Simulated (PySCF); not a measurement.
ClGeBrH2, in a box:

```
Cl Ge Br H
1.0
    13.00000    0.00000    0.00000
     0.00000   12.00000    0.00000
     0.00000    0.00000   12.00000
Cl Ge Br H
1 1 1 2
Direct
  0.37192 0.52059 0.59219
  0.50498 0.48857 0.49202
  0.63008 0.41170 0.60268
  0.47528 0.40332 0.40298
  0.54447 0.60018 0.44793
```

Base run:

```yaml
Program: PySCF 2.14.0
Functional: wB97X
Potentials_or_basis: 6-31g* (all-electron)
k_mesh: 1 × 1 × 1
Occupations: fixed
Spin: no spin polarisation
```

Its results: gap between the frontier levels 12.11 eV.

After a change of settings the same cell gave: gap between the frontier levels 9.85 eV. Which change was it?
A. functional from wB97X to PBE0; dispersion from none to D3
B. functional from wB97X to revPBE; dispersion from none to D3(OP)
C. functional from wB97X to PBE50

C.

Caveats: this is a molecule in a periodic box at the Γ point, so its band gap is the HOMO-LUMO gap; relativity is left out, which matters for the heavier elements; the basis of atomic orbitals isn't converged, which shifts pressures, moduli and gaps.

Not every run made on this cell is shown here.
